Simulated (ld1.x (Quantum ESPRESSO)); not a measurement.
**An ultrasoft potential for B, from input to tests**

Do these settings give a usable potential? It is generated, then checked for transferability, scattering, ghosts and hardness.

Method: ld1.x (Quantum ESPRESSO) 7.5, PBE, scalar-relativistic.

## (1) Starting point

Typed settings, in words:

```json
{
 "element": "boron (B, Z = 5)",
 "type": "ultrasoft",
 "frozen core": "[He]",
 "valence charge": "3",
 "reference configuration": "2s2 2p1",
 "partial waves": "2s (bound): rcut 1.60, rcutus 1.90 bohr; 2s channel at 0.25 Ry: rcut 1.60, rcutus 1.90 bohr; 2p (bound): rcut 4.05, rcutus 4.45 bohr; 2p channel at 0.15 Ry: rcut 4.05, rcutus 4.45 bohr",
 "local potential": "all-electron potential smoothed inside 2.00 bohr (lloc = -1)",
 "core correction": "not asked for",
 "augmentation charge": "PSQ, radius 1.60 bohr"
}
```

The outer shells as boxes (Hund's rule for the drawing; the calculation is spin-unpolarised):

```
[He] core
2s [↑↓]
2p [↑ ][  ][  ]
```

## (2) Generating the potential

B.in

```
 &input
   title='B', zed=5., rel=1, dft='PBE', iswitch=3,
   config='[He] 2s2 2p1',
   nld=2, rlderiv=4.85, eminld=-3.0, emaxld=5.0, deld=0.02
 /
 &inputp
   pseudotype=3, tm=.true., lloc=-1, rcloc=2.00,
   nlcc=.false.,
   which_augfun='PSQ', rmatch_augfun=1.60,
   file_pseudopw='B.UPF', file_wfcaegen='ae.wfc', file_wfcncgen='nc.wfc', file_beta='beta', file_chi='chi', file_wfcusgen='us.wfc'
 /
4
2S  1  0   2.00   0.00  1.60  1.90  0.0
2S  1  0   0.00   0.25  1.60  1.90  0.0
2P  2  1   1.00   0.00  4.05  4.45  0.0
2P  2  1   0.00   0.15  4.05  4.45  0.0
 &test
   configts(1)='2s2 2p1'
 /
```

The run is started by

```console
$ ld1.x < B.in > B.out
```

Output in B.out (without the banner and most projector matrices):

```text
     Program LD1 v.7.5
     --------------------------- All-electron run ----------------------------

     B
     scalar relativistic calculation

     atomic number is  5.00
     dft =PBE   lsd =0 sic =0 latt =0  beta=0.20 tr2=1.0E-14
     Exchange-correlation= PBE
                           (   1   4   3   4   0   0   0)
     mesh =1059 r(mesh) = 101.04461 a.u. xmin = -7.00 dx = 0.01250
     1 Ry =  13.60569312 eV, c = 137.03599908

     n l     nl                  e(Ry)          e(Ha)          e(eV)
     1 0     1S 1( 2.00)       -13.2731        -6.6366      -180.5900
     2 0     2S 1( 2.00)        -0.6941        -0.3470        -9.4431
     2 1     2P 1( 1.00)        -0.2651        -0.1326        -3.6070

     final scf error:  7.5E-15 reached in  32 iterations

     Etot =     -49.206684 Ry,     -24.603342 Ha,    -669.491037 eV

     Ekin =      49.037301 Ry,      24.518651 Ha,     667.186471 eV
     Encl =    -113.771076 Ry,     -56.885538 Ha,   -1547.934352 eV
     Eh   =      23.125741 Ry,      11.562870 Ha,     314.641731 eV
     Exc  =      -7.598649 Ry,      -3.799325 Ha,    -103.384887 eV

     normalization and overlap integrals

     s(1S/1S) =  1.000000  <r> =   0.3294  <r2> =    0.1474  r(max) =   0.2103
     s(2S/2S) =  1.000000  <r> =   1.9516  <r2> =    4.5978  r(max) =   1.5152
     s(2P/2P) =  1.000000  <r> =   2.3015  <r2> =    6.8902  r(max) =   1.5731

     ------------------------ End of All-electron run ------------------------

     --------------------- Generating US pseudopotential ---------------------

      Generating local potential from pseudized AE potential:
      Matching radius rcloc =   2.0000

      Local pseudo, rcloc= 1.995 Estimated cut-off energy=     6.06 Ry
      Wfc-us  2S rcutus= 1.898  Estimated cut-off energy=    12.96 Ry
      Wfc-us  2S rcutus= 1.898  Estimated cut-off energy=    15.85 Ry
      Wfc-us  2P rcutus= 4.440  Estimated cut-off energy=     4.19 Ry
      Wfc-us  2P rcutus= 4.440  Estimated cut-off energy=     8.34 Ry

     Q pseudized with Bessel functions
     Expected ecutrho=     126.9756 due to l1=  1   l2=  1

     ------------------- End of pseudopotential generation -------------------

     [... the all-electron block is printed once more ...]


     Computing logarithmic derivative in   4.87603
     Computing logarithmic derivative in   4.87603
     Computing the partial wave expansion
     R is outside the sphere for l=    0 j= 0.00
     R is outside the sphere for l=    0 j= 0.00
     R is outside the sphere for l=    1 j= 0.00
     R is outside the sphere for l=    1 j= 0.00

     ---------------------- Testing the pseudopotential ----------------------

     B
     scalar relativistic calculation

     atomic number is  5.00   valence charge is  3.00
     dft =PBE   lsd =0 sic =0 latt =0  beta=0.20 tr2=1.0E-14
     mesh =1059 r(mesh) = 101.04461 xmin = -7.00 dx = 0.01250

     n l     nl             e AE (Ry)        e PS (Ry)    De AE-PS (Ry)
     1 0     2S   1( 2.00)       -0.69405       -0.69406        0.00000
     2 1     2P   1( 1.00)       -0.26511       -0.26511       -0.00000

     eps = 1.6E-16  iter =  4

     Etot =     -49.206684 Ry,     -24.603342 Ha,    -669.491037 eV
     Etotps =    -5.182536 Ry,      -2.591268 Ha,     -70.511991 eV

     Ekin =       1.600523 Ry,       0.800261 Ha,      21.776223 eV
     Encl =     -10.236065 Ry,      -5.118033 Ha,    -139.268763 eV
     Ehrt =       3.993847 Ry,       1.996923 Ha,      54.339054 eV
     Ecxc =      -1.601733 Ry,      -0.800867 Ha,     -21.792693 eV
     Epseu=       1.060893 Ry,       0.530447 Ha,      14.434189 eV

     ---------------------- End of pseudopotential test ----------------------
```

It took 1.3 s on 1 thread of Neoverse-V2, shared host. This counts the later configuration tests of the new file too.

All-electron and pseudo partial waves u(r) = r·R(r), from the program's wave files:

```tsv
r (bohr)	2p AE	2p PS
0.222	0.1022	0.0075
0.445	0.2650	0.0297
0.668	0.4053	0.0647
0.890	0.5080	0.1096
1.112	0.5772	0.1611
1.335	0.6150	0.2156
1.558	0.6272	0.2691
1.780	0.6204	0.3174
2.002	0.6006	0.3580
2.225	0.5720	0.3886
2.448	0.5382	0.4078
2.670	0.5019	0.4153
2.892	0.4649	0.4118
3.115	0.4281	0.3989
3.338	0.3926	0.3787
3.560	0.3590	0.3536
3.782	0.3274	0.3259
4.005	0.2979	0.2977
4.228	0.2705	0.2705
4.450	0.2453	0.2453
4.672	0.2222	0.2222
4.895	0.2009	0.2009
5.118	0.1813	0.1813
5.340	0.1636	0.1636
5.562	0.1474	0.1474
5.785	0.1326	0.1326
```

## (3) Configuration tests

B.test.in

```
 &input
   title='B', zed=5., rel=1, dft='PBE', iswitch=2,
   config='[He] 2s2 2p1'
 /
 &test
   file_pseudo='B.UPF', nconf=8,
   configts(1)='2s2 2p1',
   configts(2)='2s2 2p0',
   configts(3)='2s1 2p0',
   configts(4)='2s2 2p0.5',
   configts(5)='2s1 2p1',
   configts(6)='2s0 2p3',
   configts(7)='2s2 2p1.3',
   configts(8)='2s1 2p2'
 /
```

The run is started by

```console
$ ld1.x < B.test.in > B.test.out
```

B.test.out, the pseudopotential blocks, each with the warnings that came before it:

```text
     ---------------------- Testing the pseudopotential ----------------------

     B
     scalar relativistic calculation

     atomic number is  5.00   valence charge is  3.00
     dft =PBE   lsd =0 sic =0 latt =0  beta=0.20 tr2=1.0E-14
     mesh =1059 r(mesh) = 101.04461 xmin = -7.00 dx = 0.01250

     n l     nl             e AE (Ry)        e PS (Ry)    De AE-PS (Ry)
     1 0     2S   1( 2.00)       -0.69405       -0.69406        0.00000
     2 1     2P   1( 1.00)       -0.26511       -0.26511       -0.00000

     eps = 1.6E-16  iter =  4

     Etot =     -49.206684 Ry,     -24.603342 Ha,    -669.491038 eV
     Etotps =    -5.182536 Ry,      -2.591268 Ha,     -70.511991 eV

     Ekin =       1.600523 Ry,       0.800261 Ha,      21.776223 eV
     Encl =     -10.236065 Ry,      -5.118033 Ha,    -139.268763 eV
     Ehrt =       3.993847 Ry,       1.996923 Ha,      54.339054 eV
     Ecxc =      -1.601733 Ry,      -0.800867 Ha,     -21.792693 eV
     Epseu=       1.060893 Ry,       0.530447 Ha,      14.434189 eV

     ---------------------- End of pseudopotential test ----------------------

     ---------------------- Testing the pseudopotential ----------------------

     B
     [...]
     n l     nl             e AE (Ry)        e PS (Ry)    De AE-PS (Ry)
     1 0     2S   1( 2.00)       -1.43403       -1.43211       -0.00192
     2 1     2P   1( 0.00)       -0.98227       -0.98064       -0.00163

     eps = 9.5E-15  iter =188

     Etot =     -48.602552 Ry,     -24.301276 Ha,    -661.271411 eV
     Etotps =    -4.580274 Ry,      -2.290137 Ha,     -62.317802 eV
     dEtot_ae =       0.604131 Ry
     dEtot_ps =       0.602262 Ry,   Delta E=       0.001870 Ry

     [...]
     ---------------------- End of pseudopotential test ----------------------

     Warning: convergence not achieved
     Warning: n=2, l=1 expected 0 nodes, found 1
     ---------------------- Testing the pseudopotential ----------------------

     B
     [...]
     n l     nl             e AE (Ry)        e PS (Ry)    De AE-PS (Ry)
     1 0     2S   1( 1.00)       -2.31339       -2.30541       -0.00798  !
     2 1     2P   1( 0.00)       -1.87356       -1.86614       -0.00742  !

     eps = 1.1E-02  iter =201

     Etot =     -46.734041 Ry,     -23.367020 Ha,    -635.849013 eV
     Etotps =    -2.715847 Ry,      -1.357924 Ha,     -36.950985 eV
     dEtot_ae =       2.472643 Ry
     dEtot_ps =       2.466688 Ry,   Delta E=       0.005955 Ry

     [...]
     ---------------------- End of pseudopotential test ----------------------

     ---------------------- Testing the pseudopotential ----------------------

     B
     [...]
     n l     nl             e AE (Ry)        e PS (Ry)    De AE-PS (Ry)
     1 0     2S   1( 2.00)       -1.03851       -1.03093       -0.00758  !
     2 1     2P   1( 0.50)       -0.59442       -0.59111       -0.00332

     eps = 1.1E-15  iter = 21

     Etot =     -48.994466 Ry,     -24.497233 Ha,    -666.603665 eV
     Etotps =    -4.972361 Ry,      -2.486181 Ha,     -67.652422 eV
     dEtot_ae =       0.212218 Ry
     dEtot_ps =       0.210174 Ry,   Delta E=       0.002043 Ry

     [...]
     ---------------------- End of pseudopotential test ----------------------

     ---------------------- Testing the pseudopotential ----------------------

     B
     [...]
     n l     nl             e AE (Ry)        e PS (Ry)    De AE-PS (Ry)
     1 0     2S   1( 1.00)       -1.43999       -1.42034       -0.01965  !
     2 1     2P   1( 1.00)       -0.98910       -0.98448       -0.00462

     eps = 8.9E-15  iter = 30

     Etot =     -48.151191 Ry,     -24.075596 Ha,    -655.130332 eV
     Etotps =    -4.140391 Ry,      -2.070195 Ha,     -56.332889 eV
     dEtot_ae =       1.055492 Ry
     dEtot_ps =       1.042145 Ry,   Delta E=       0.013348 Ry

     [...]
     ---------------------- End of pseudopotential test ----------------------

     BEWARE! Errors in PS-KS equations
     Warning: n=1, l=0 expected 0 nodes, found 1
     ---------------------- Testing the pseudopotential ----------------------

     B
     [...]
     n l     nl             e AE (Ry)        e PS (Ry)    De AE-PS (Ry)
     1 0     2S   1( 0.00)       -0.75829       -0.75829        0.00000
     2 1     2P   1( 3.00)       -0.32646       -0.32646        0.00000

     eps = 1.1E-30  iter =  3

     Etot =     -48.345216 Ry,     -24.172608 Ha,    -657.770177 eV
     Etotps =    -0.979382 Ry,      -0.489691 Ha,     -13.325173 eV
     dEtot_ae =       0.861467 Ry
     dEtot_ps =       4.203154 Ry,   Delta E=      -3.341686 Ry

     [...]
     ---------------------- End of pseudopotential test ----------------------

     ---------------------- Testing the pseudopotential ----------------------

     B
     [...]
     n l     nl             e AE (Ry)        e PS (Ry)    De AE-PS (Ry)
     1 0     2S   1( 2.00)       -0.51890       -0.54291        0.02401  !
     2 1     2P   1( 1.30)       -0.10161       -0.12335        0.02174  !

     eps = 5.9E-15  iter =164

     Etot =     -49.260950 Ry,     -24.630475 Ha,    -670.229365 eV
     Etotps =    -5.239768 Ry,      -2.619884 Ha,     -71.290669 eV
     dEtot_ae =      -0.054266 Ry
     dEtot_ps =      -0.057232 Ry,   Delta E=       0.002966 Ry

     [...]
     ---------------------- End of pseudopotential test ----------------------

     ---------------------- Testing the pseudopotential ----------------------

     B
     [...]
     n l     nl             e AE (Ry)        e PS (Ry)    De AE-PS (Ry)
     1 0     2S   1( 1.00)       -0.72916       -0.72098       -0.00818  !
     2 1     2P   1( 2.00)       -0.29827       -0.29146       -0.00680  !

     eps = 3.1E-15  iter = 11

     Etot =     -48.776654 Ry,     -24.388327 Ha,    -663.640180 eV
     Etotps =    -4.753271 Ry,      -2.376636 Ha,     -64.671553 eV
     dEtot_ae =       0.430030 Ry
     dEtot_ps =       0.429264 Ry,   Delta E=       0.000766 Ry

     [...]
     ---------------------- End of pseudopotential test ----------------------
```

2 tests gave no usable energy difference (2s1 2p0; 2s0 2p3).

The tests as a table, with energies relative to 2s2 2p1.

```tsv
valence configuration	charge	ΔE all-electron (eV)	error AE − PS (meV)
2s2 2p0	+1	8.220	+25
2s2 2p0.5	+0.5	2.887	+28
2s1 2p1	+1	14.361	+182
2s2 2p1.3	-0.3	-0.738	+40
2s1 2p2	0	5.851	+10
```

## (4) Scattering by logarithmic derivatives

Taken from the files of the generation run. The phase is arctan(r·u′/u) with u = r·R, unwrapped, with energies in Ry. A pole is an energy at which the radial function vanishes at the test radius. The pseudo phase is shifted by a multiple of π to meet the all-electron one at the reference energy. Levels narrower than the energy grid can be missing from the poles. Left out: p, where the overlap operator is not positive , so their phases aren't trusted. The last column is the largest difference on the grid between −1 and +1 Ry.

```tsv
channel	radius (bohr)	reference (Ry)	poles AE	poles PS	window around the reference with phases within 0.05 rad (Ry)	largest difference near zero (rad)
s	4.88	-0.69	-0.67, 0.91, 3.26	-0.67, 0.91, 3.25	below 4.5	0.000
```

Phases (rad) along the scan:

```tsv
E (Ry)	s AE	s PS
-3.00	1.449	1.449
-2.52	1.437	1.437
-2.04	1.421	1.421
-1.56	1.396	1.396
-1.08	1.348	1.348
-0.60	-1.760	-1.760
-0.12	-2.075	-2.075
0.36	-4.231	-4.231
0.84	-4.689	-4.689
1.32	-4.845	-4.845
1.80	-5.311	-5.313
2.28	-7.569	-7.571
2.76	-7.778	-7.779
3.24	-7.852	-7.853
3.72	-7.910	-7.912
4.20	-8.000	-8.009
4.68	-8.504	-8.719
```

## (5) Cutoff and ghost test in a Bessel basis

This step uses the generator's waves and projectors in a separate script. Basis: spherical Bessel functions vanishing at 20 bohr, q² up to the cutoff; potential fixed at the reference.

No cutoffs are read. The overlap operator is not positive in p (lowest eigenvalue -1.844), so the test is not defined there. The ghost test is not conclusive.

## (6) Summary of results

```
                                                quantity                                     value
                                                 cutoffs                            not determined
                                            bound ghosts                            not determined
                            largest test error (AE − PS)  +182 meV, for 2s1 2p1 (2 tests unsolved)
largest phase difference near zero energy, channels read                                 0.000 rad
         lowest eigenvalue of the overlap (Bessel basis)                                -1.844 (p)
               density cutoff estimated by the generator                                    127 Ry
```

The overlap operator is not positive definite in p, so a plane-wave run would break down once the basis is large enough. The worst unpolarised test, 2s1 2p1, is off by 182 meV on 14.4 eV; by total energies transferability rates as poor. Of the tests 2 gave no usable energy difference, which is a warning in itself. No cutoffs are read. Ghosts could not be judged. Near zero energy the phases of the channels with partial waves that could be evaluated agree within 0.001 rad.
